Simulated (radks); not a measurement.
# The Coulomb parameter U of the 4d shell of Ru²⁺

An exercise on one series of results from a longer session: the logs are not shown, and one member is left open.

Method: Dirac Kohn-Sham, PBE, spin-unpolarised, spherical densities, point nucleus; open shells are shared between the two j in proportion to 2j + 1. Code: radks (a radial shooting solver on a logarithmic mesh, Libxc functionals) version 1.

### What is computed

| Property | Result |
| --- | --- |
| element | ruthenium (Z = 44) |
| charge | +2 |
| electrons | 42 |
| configuration | [Kr] 4d4 5p2 |

The outer shells:

Ru²⁺
```
[Kr] core
4d [↑ ][↑ ][↑ ][↑ ][  ]
5p [↑ ][↑ ][  ]
```

The first run:

Input:

```text
Z 44
configuration [Kr] 4d4 5p2
relativity Dirac
functional pbe,pbe
spin unpolarised
j_filling average
nucleus point
c 137.035999084
```

Among the steps run: Start: [Kr] 4d4 5p2.

One table of the session follows, with a row left open; its other results are not shown here.

Radial moments (bohr):

| level | <r> | outermost maximum (interpolated) | 90 % within | nodes |
| --- | --- | --- | --- | --- |
| 3d5/2 | ? | ? | ? | ? |
| 4s1/2 | 1.005 | 0.911 | 1.46 | 3 |
| 4p1/2 | 1.080 | 0.959 | 1.59 | 2 |
| 4p3/2 | 1.108 | 0.982 | 1.63 | 2 |
| 4d3/2 | 1.400 | 1.15 | 2.16 | 1 |
| 4d5/2 | 1.412 | 1.16 | 2.18 | 1 |
| 5p1/2 | 2.965 | 2.65 | 4.29 | 3 |
| 5p3/2 | 3.029 | 2.71 | 4.37 | 3 |

**Question.** Estimate the row for 3d5/2.

The run gave: <r>: 0.3854; outermost maximum (interpolated): 0.302; 90 % within: 0.613; nodes: 0. In the column «<r>» it is the lowest.
